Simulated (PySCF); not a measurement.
# Ta3: forces at shaken geometries

How stiff is Ta3? Its atoms are displaced at random by several amounts. The species was built from a template and needn't be a known compound.

Method: PBE0, Ta def2-SVP with ECP60; scalar-relativistic core potentials, no spin–orbit coupling; program: PySCF 2.14.0.

2 further runs of the same task are left out: 1 for a known fault of the program, 1 set aside as unsound or not needed.

## 1. The system as given

3 atoms, charge 0, spin multiplicity 4.

Bond lengths: Ta1–Ta2 2.512 Å, Ta2–Ta3 2.288 Å. Angles: Ta1–Ta2–Ta3 180.0°.

Geometry (Å):

```xyz
3

Ta    0.0000    0.0000    2.4370
Ta   -0.0001    0.0000   -0.0747
Ta    0.0000    0.0000   -2.3624
```

An earlier session relaxed this geometry at PBE0, Ta def2-SVP with ECP60 (quartet, point group C∞v).

Its energy there is -170.619112 Eh.

## 2. Atoms moved at random, σ = 0.1 Å

run.py (the lines that set the calculation)

```python
mol = gto.M(atom='''
Ta     0.17437    -0.11313     2.52697
Ta    -0.03263     0.15025    -0.16117
Ta    -0.14174    -0.03713    -2.36580''',
    basis={'Ta': 'def2-SVP'},
    ecp={'Ta': 'def2-SVP'},
    charge=0, spin=3)
mf = dft.UKS(mol, xc='PBE0')
mf.grids.atom_grid = (50, 194)
mf = mf.density_fit()  # fitting sets: Ta def2-universal-JKFIT
mf.conv_tol = 1e-08; mf.max_cycle = 55
mf.kernel(dm0)  # dm0: the density of the relaxed state
```

Launch:

```console
OMP_NUM_THREADS=2 python run.py
```

## 3. Atoms moved at random, σ = 0.15 Å

Edit run.py (the lines that set the calculation) of step 2 so:

```diff
@@ -1,5 +1,5 @@
 mol = gto.M(atom='''
-Ta     0.17437    -0.11313     2.52697
-Ta    -0.03263     0.15025    -0.16117
-Ta    -0.14174    -0.03713    -2.36580''',
+Ta     0.07744    -0.15350     2.56171
+Ta    -0.08592     0.20946    -0.26346
+Ta     0.00848    -0.05596    -2.29825''',
     basis={'Ta': 'def2-SVP'},
```

## 4. Atoms moved at random, σ = 0.06 Å

Edit run.py (the lines that set the calculation) of step 3 so:

```diff
@@ -1,5 +1,5 @@
 mol = gto.M(atom='''
-Ta     0.07744    -0.15350     2.56171
-Ta    -0.08592     0.20946    -0.26346
-Ta     0.00848    -0.05596    -2.29825''',
+Ta    -0.03337    -0.07169     2.42200
+Ta     0.07106     0.09763    -0.06899
+Ta    -0.03769    -0.02594    -2.35301''',
     basis={'Ta': 'def2-SVP'},
```

What does the calculation give? Wanted: for each run, σ; energy rise; harmonic estimate −½ F·u; largest force component.

The runs gave:

| σ (Å) | energy rise (eV) | harmonic estimate −½ F·u (eV) | largest force component (eV/Å) |
| --- | --- | --- | --- |
| 0.1 | 0.034 | 0.048 | 0.73 |
| 0.15 | 0.391 | 0.543 | 4.58 |
| 0.06 | -0.015 | -0.015 | 0.13 |

A displacement lowers the energy, so the relaxed geometry or state isn't the lowest nearby. For a harmonic well the rise equals −½ F·u; the two differ by at most 39 % here (a move with σ = 0.15 Å), from anharmonicity, the grid and the small forces left at the relaxed point. The bases are small and lack diffuse functions. Spin–orbit coupling is left out for this open shell, where it can reorder the states. Open shells may have lower solutions than the one found.
